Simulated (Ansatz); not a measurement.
Set up this calculation in Ansatz 0.2.0, as the native input.

```
Task                : single point
Functional          : PBE
Potentials or basis : Ansatz PAW
Cutoff              : 420 eV (not typed: the program's choice for these potentials)
k mesh              : 8 × 8 × 8
Occupations         : fermi-dirac, width 0.05 eV
Spin                : no spin polarisation
```

Crystal: MoSe.

```
Mo Se
1.0
     3.50023    0.00000    0.00000
     0.00000    3.50023    0.00000
     0.00000    0.00000    3.50023
Mo Se
1 1
Direct
  0.00000 0.00000 0.00000
  0.50000 0.50000 0.50000
```

The cell was built by a generator and needn't be a form met in nature.

The cell isn't the ideal one: as made, not relaxed: species swapped into the GdTl type (Pm-3m, No. 221).

These files were run (other wordings do the same):

input.yaml

```yaml
crystal:
  lattice:
    - [3.50022959, 0.0, 0.0]
    - [0.0, 3.50022959, 0.0]
    - [0.0, 0.0, 3.50022959]
  atoms:
    - { symbol: Mo, position: [0.0, 0.0, 0.0] }
    - { symbol: Se, position: [0.5, 0.5, 0.5] }
hamiltonian:
  xc: pbe
  pseudopotentials: { kind: paw }
kpoints:
  mp_grid: { grid: [8, 8, 8] }
scf:
  occupations: { method: fermi_dirac, width: 0.05 }
output:
  forces: true
  stress: true
  eigenvalues: true
  write_density: true
  write_potential: true
  elf: true
  volumetric_format: npy
```

Potentials or basis: Ansatz PAW.

Run with:

```sh
$ ansatz run input.yaml --threads 2 --pin off --max-ram 5632MiB --backend cpu --events-out ev --progress --plain --runs-dir out
```

It gave:

```
Pressure               : -26.1 GPa
Band gap on the k mesh : none (metal or under the smearing width)
```

Caveat: so large a pressure means that the cell lies far from this level's equilibrium, or that cutoff or potentials fall short.

Run time: 1.1 s on 2 threads of Arm Neoverse V1, on a shared host, peak memory 0.32 GiB.
